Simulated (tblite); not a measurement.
# H10SeSi4: the cost of one run

Programs: tblite 0.8.0 and PySCF 2.14.0, with density-fitted response routines of our own. Each step states its level of theory. These are calculated values for one molecule in the gas phase, unless marked as measured. Atoms are numbered from 0 throughout.

## Step 1: The starting structure

15 atoms, charge 0, multiplicity 1; geometry from: force field or distance geometry start.

Bonds of the start (Å): Si0–Se1 2.27, Se1–Si2 2.26, Si2–Si3 2.23, Si2–Si4 2.22, Si0–H5 1.46, Si0–H6 1.48, Si0–H7 1.47, Si2–H8 1.47, Si3–H9 1.47, Si3–H10 1.46, Si3–H11 1.49, Si4–H12 1.48, Si4–H13 1.47, Si4–H14 1.47.

## Step 2: Optimising the geometry with GFN2-xTB

The job: settings as JSON, then the geometry in Å.

```
{"job": {"kind": "relax", "xc": "GFN2-xTB", "basis": "xTB"}, "charge": 0, "multiplicity": 1}
Si     3.149300    -0.130200    -0.284400
Se     1.362200    -0.887600     0.897000
Si    -0.505300     0.340800     0.596500
Si    -2.220500    -0.736500     1.532000
Si    -1.023300     0.617200    -1.546000
H      3.700200     1.113200     0.236300
H      2.818500     0.111400    -1.705800
H      4.163000    -1.200000    -0.249500
H     -0.309700     1.651300     1.238900
H     -2.748300    -1.821700     0.687800
H     -3.252500     0.245100     1.830300
H     -1.699500    -1.403300     2.761800
H     -0.578200     1.975600    -1.935900
H     -2.489000     0.514700    -1.667600
H     -0.371400    -0.381900    -2.413300
```

Launch:

```bash
$ OMP_NUM_THREADS=1 python probes_run.py task.json out
```

The driver reads the jobs from task.json and runs them one after another.

Q: Estimate the wall time and peak memory of this first job on 1 thread of Arm Neoverse V1, shared host.

About 1.3 s, with a peak of 0.18 GiB.
